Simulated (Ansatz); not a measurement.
Write a Python script for Ansatz 0.2.0, Python API that makes a projected density of states of MnBe₃, space group Pm-3m. Use: PBEsol, PAW, the default cutoff (420 eV here), 8×8×8 k-points, cold smearing of 0.1 eV, collinear spin.

`mnbe3.extxyz`
```text
4
Lattice="3.25174453 0.0 0.0 0.0 3.25174453 0.0 0.0 0.0 3.25174453" Properties=species:S:1:pos:R:3:initial_magmoms:R:1 pbc="T T T"
Be    0.00000000    1.62587226    1.62587226  0.00
Be    1.62587226    0.00000000    1.62587226  0.00
Be    1.62587226    1.62587226    0.00000000  0.00
Mn    0.00000000    0.00000000    0.00000000  5.20
```

Script `pdos_mnbe3.py`:
```python
"""Projected density of states of MnBe3."""

from collections import Counter
import json

import ansatz as az
import numpy as np

FUNCTIONAL = "pbesol"
FILLING = "cold"
SMEARING_WIDTH = 0.1
EXTRA_BANDS = 14

structure = az.Crystal.from_extxyz("mnbe3.extxyz")

calculation = (
    structure.calculation()
    .functional(FUNCTIONAL)
    .kpoints(8)
    .occupations(FILLING, width=SMEARING_WIDTH)  # the run then minimises F = E - TS
    .spin(az.SpinTreatment.COLLINEAR)  # two spin channels
    .scf(extra_bands=EXTRA_BANDS)
    .density_of_states(projected=True, method="smearing", broadening_width=0.15, energy_step=0.1)  # states per eV and cell
)
result = calculation.run(events_out="events.ndjson")
summary = result.report
with open("events.ndjson") as stream:
    kinds = Counter(json.loads(line)["event"] for line in stream)
print("events:", {kind: kinds[kind] for kind in ("scf_iter", "scf_done", "notice", "finished")})

dos = result.density_of_states()
energy = np.asarray(dos.energies_ev) - dos.fermi_ev
curves = {}
for site in result.projected_density_of_states().sites:
    for shell in site.shells:
        weight = sum(np.sum(curve.g_bin_mean_per_ev, axis=0) for curve in shell.curves)
        name = f"{site.species} {shell.label}"
        curves[name] = curves.get(name, 0) + weight

print("E-EF   " + " ".join(f"{name:>8s}" for name in curves))
for e in np.arange(-10, 6 + 0.1, 1.0):
    print(f"{e:5.1f}  " + " ".join(f"{np.interp(e, energy, g):8.3f}" for g in curves.values()))
```

```console
$ python pdos_mnbe3.py
DeckWarning: basis.ecutwfc = 420 eV, auto-derived from the records' recommended cutoffs: set by Be (normal level)
DeckWarning: where an SCF of this run starts from atoms to list the orders of its open shells, Mn (site 3, from 0) starts with 5.00 μB on its 3d shell, in the place of the 5.20 μB that the deck gives it: its open shells can hold no more by Hund's first rule. To start from spheres of the given moment, type scf.initial_density.shell_occupations: []
events: {'scf_iter': 22, 'scf_done': 1, 'notice': 4, 'finished': 1}
E-EF      Be 2S    Mn 3S    Mn 4S    Mn 3P    Mn 3D
-10.0     0.008    0.000    0.003    0.000    0.000
 -9.0     0.293    0.001    0.114    0.002    0.002
 -8.0     0.375    0.001    0.135    0.004    0.009
 -7.0     0.494    0.000    0.146    0.006    0.037
 -6.0     0.421    0.000    0.072    0.003    0.112
 -5.0     0.488    0.000    0.312    0.003    0.260
 -4.0     0.366    0.000    0.221    0.002    0.278
 -3.0     0.885    0.000    0.084    0.005    1.663
 -2.0     0.166    0.000    0.068    0.001    2.831
 -1.0     0.012    0.000    0.006    0.000    1.126
  0.0     0.128    0.000    0.044    0.000    1.436
  1.0     0.277    0.000    0.194    0.001    2.111
  2.0     0.168    0.000    0.123    0.000    0.518
  3.0     0.023    0.000    0.007    0.000    0.113
  4.0     0.001    0.000    0.000    0.000    0.026
  5.0     0.645    0.000    0.168    0.001    0.348
  6.0     0.149    0.000    0.025    0.000    0.103
```
(Warnings from the package without file and line.)

Caveats:
- The mesh is modest for a metal, so energies can be off by several to tens of meV an atom and pressures by half a GPa or more; differences at equal mesh fare better.
- The structure comes from a database of computed cells and needn't be a stable or known phase.
- Curves are summed over the cell's atoms. Only shells that the potentials hold have channels, so projections don't add up to the total, least of all where a shell is missing (p of most metals); heights and places of peaks move with the mesh.
- The density of states is complete only as far up as bands were computed.
- It ran for 7.1 s on 1 thread of Arm Neoverse V2, with other jobs on the host, peak memory 0.39 GiB.

(Lines on the test bed's own set-up are left out of the output.)
